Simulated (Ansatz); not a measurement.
# CH₇AsSi₂: basis-set convergence

An exercise on one series of results from a longer session: the logs are not shown, and one member is left open.

Program: Ansatz 0.2.0, Gaussian basis. Level of theory: one geometry, several basis sets. These are calculated values, not measurements.

Levels to be run: PBE0-D4/def2-SVP; ωB97M-V/def2-SVP; PBE0-D4/def2-QZVPP; ωB97M-V/def2-QZVPP; the functionals' def2-TZVPP values are taken from earlier runs.

### The relaxed structure

The geometry comes from an earlier relaxation with PBE0-D4 in a triple-zeta def2 set; it is a stationary point, not always the lowest conformer.

11 atoms, charge 0, spin multiplicity 1.

Atoms are counted from 1 here; the program's logs count them from 0.

Bond lengths: Si1–As2 2.355 Å, Si1–H5 1.487 Å, Si1–H6 1.488 Å, Si1–H7 1.490 Å, As2–C3 2.056 Å, As2–Si4 2.310 Å, C3–Si4 1.845 Å, C3–H8 1.086 Å, C3–H9 1.085 Å, Si4–H10 1.480 Å, Si4–H11 1.479 Å. Angles: As2–Si1–H5 109.9°, As2–Si1–H6 109.7°, As2–Si1–H7 111.2°, H5–Si1–H6 108.5°, H5–Si1–H7 109.3°, H6–Si1–H7 108.1°, Si1–As2–C3 94.2°, Si1–As2–Si4 92.0°, C3–As2–Si4 49.6°, As2–C3–Si4 72.4°, As2–C3–H8 110.5°, As2–C3–H9 115.5°, Si4–C3–H8 118.5°, Si4–C3–H9 120.4°, H8–C3–H9 112.8°, As2–Si4–C3 58.0°, As2–Si4–H10 117.6°, As2–Si4–H11 121.2° and more.

As a file:

```xyz
11
CH7AsSi2
Si   -0.9737    1.5850    0.1712
As   -0.0214   -0.0986    1.5154
C     1.4320   -0.5825    0.1442
Si   -0.0505   -1.6161   -0.2259
H    -2.4443    1.6327    0.3841
H    -0.4006    2.9076    0.5415
H    -0.6914    1.3458   -1.2719
H     2.2795   -1.0487    0.6380
H     1.7255    0.2173   -0.5277
H     0.0218   -3.0543    0.1166
H    -0.8116   -1.3452   -1.4649
```

Set-up of the first run:

File in.yaml:

```yaml
crystal:
  periodic: [false, false, false]
  atoms:
    - {symbol: Si, position_ang: [-0.973680, 1.584963, 0.171203]}
    - {symbol: As, position_ang: [-0.021396, -0.098643, 1.515419]}
    - {symbol: C, position_ang: [1.431991, -0.582519, 0.144164]}
    - {symbol: Si, position_ang: [-0.050515, -1.616122, -0.225879]}
    - {symbol: H, position_ang: [-2.444306, 1.632695, 0.384086]}
    - {symbol: H, position_ang: [-0.400561, 2.907648, 0.541526]}
    - {symbol: H, position_ang: [-0.691392, 1.345839, -1.271887]}
    - {symbol: H, position_ang: [2.279502, -1.048700, 0.637958]}
    - {symbol: H, position_ang: [1.725544, 0.217261, -0.527731]}
    - {symbol: H, position_ang: [0.021820, -3.054267, 0.116642]}
    - {symbol: H, position_ang: [-0.811607, -1.345153, -1.464899]}
basis:
  gaussian: {orbitals: def2-SVP}
hamiltonian: {xc: pbe0, dispersion: d4}
output: {orbitals: {seedname: orbitals}}
```

Among the steps run: PBE0-D4 in def2-SVP; ωB97M-V in def2-SVP; PBE0-D4 in def2-QZVPP; ωB97M-V in def2-QZVPP.

One of the session's tables, all rows but one given; the rest of the session is left out.

It belongs to the step «Density functionals: the series». 

| functional | basis | HOMO (eV) |
| --- | --- | --- |
| PBE0-D4 | def2-SVP | ? |
| PBE0-D4 | def2-TZVPP | -6.98 |
| PBE0-D4 | def2-QZVPP | -7.00 |
| ωB97M-V | def2-SVP | -8.95 |
| ωB97M-V | def2-TZVPP | -8.95 |
| ωB97M-V | def2-QZVPP | -8.96 |

Q: Estimate the row for PBE0-D4, def2-SVP from the others.

**Answer.** HOMO (eV): -7.01. In the column «HOMO (eV)» it lies between ωB97M-V, def2-TZVPP (-8.95) and PBE0-D4, def2-QZVPP (-7.00).
